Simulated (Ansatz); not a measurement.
**C₂H₆ClNOW: small, medium and large basis sets**

The task here is to estimate one member of a computed series from the others.

The runs use Ansatz 0.2.0, Gaussian basis; one geometry, several basis sets.

The runs, in order: PBE0-D4/def2-SVP; ωB97M-V/def2-SVP; PBE0-D4/def2-QZVPP; ωB97M-V/def2-QZVPP; the functionals' def2-TZVPP values are taken from earlier runs.

**Structure used throughout**

An earlier PBE0-D4 in a triple-zeta def2 set relaxation fixed the geometry. W takes the def2 core potential; no spin-orbit term is included.

SMILES `C[N]=[W]([CH3])(=[O])[Cl]`, 12 atoms, charge 0, spin multiplicity 1.

Atoms are counted from 1 here; the program's logs count them from 0.

Bond lengths: C1–N2 1.418 Å, C1–H7 1.095 Å, C1–H8 1.096 Å, C1–H9 1.095 Å, N2–W3 1.741 Å, W3–C4 2.111 Å, W3–O5 1.701 Å, W3–Cl6 2.288 Å, C4–H10 1.091 Å, C4–H11 1.095 Å, C4–H12 1.095 Å. Angles: N2–C1–H7 109.8°, N2–C1–H8 111.7°, N2–C1–H9 110.3°, H7–C1–H8 108.5°, H7–C1–H9 107.7°, H8–C1–H9 108.8°, C1–N2–W3 154.8°, N2–W3–C4 102.9°, N2–W3–O5 108.7°, N2–W3–Cl6 111.5°, C4–W3–O5 105.4°, C4–W3–Cl6 112.9°, O5–W3–Cl6 114.5°, W3–C4–H10 112.5°, W3–C4–H11 109.1°, W3–C4–H12 108.8°, H10–C4–H11 108.7°, H10–C4–H12 108.3° and more.

Set-up of the first run:

The input, in.yaml:

```yaml
crystal:
  periodic: [false, false, false]
  atoms:
    - {symbol: C, position_ang: [-2.053213, 0.646048, -0.666620]}
    - {symbol: N, position_ang: [-0.878351, 0.410947, 0.090919]}
    - {symbol: W, position_ang: [0.813238, 0.576486, 0.466582]}
    - {symbol: C, position_ang: [1.541589, -1.392494, 0.245605]}
    - {symbol: O, position_ang: [1.561908, 1.476592, -0.768085]}
    - {symbol: Cl, position_ang: [1.127105, 1.409851, 2.574580]}
    - {symbol: H, position_ang: [-2.503312, -0.308662, -0.957529]}
    - {symbol: H, position_ang: [-1.840779, 1.221539, -1.574401]}
    - {symbol: H, position_ang: [-2.788678, 1.191640, -0.066936]}
    - {symbol: H, position_ang: [1.340277, -1.803385, -0.745116]}
    - {symbol: H, position_ang: [2.623795, -1.394975, 0.412455]}
    - {symbol: H, position_ang: [1.056410, -2.033606, 0.988544]}
basis:
  gaussian: {orbitals: def2-SVP}
hamiltonian: {xc: pbe0, dispersion: d4}
output: {orbitals: {seedname: orbitals}}
```

Run with:

```
> ansatz run in.yaml --threads 4 --pin off --events-out ev --progress --plain --max-ram 11315MiB
```

Among the steps run: PBE0-D4 in def2-SVP; ωB97M-V in def2-SVP; PBE0-D4 in def2-QZVPP; ωB97M-V in def2-QZVPP.

One table of the session follows, with a row left open; its other results are not shown here.

It belongs to the step «Functionals by basis». 

| functional | basis | HOMO (eV) | LUMO (eV) |
| --- | --- | --- | --- |
| PBE0-D4 | def2-SVP | -7.72 | -2.02 |
| PBE0-D4 | def2-TZVPP | -7.72 | -2.11 |
| PBE0-D4 | def2-QZVPP | ? | ? |
| ωB97M-V | def2-SVP | -9.93 | 0.01 |
| ωB97M-V | def2-TZVPP | -9.95 | -0.10 |
| ωB97M-V | def2-QZVPP | -9.96 | -0.14 |

**Question.** Estimate the row for PBE0-D4, def2-QZVPP.

As computed: HOMO (eV): -7.73; LUMO (eV): -2.14. In the column «HOMO (eV)» it lies between ωB97M-V, def2-SVP (-9.93) and PBE0-D4, def2-SVP (-7.72).
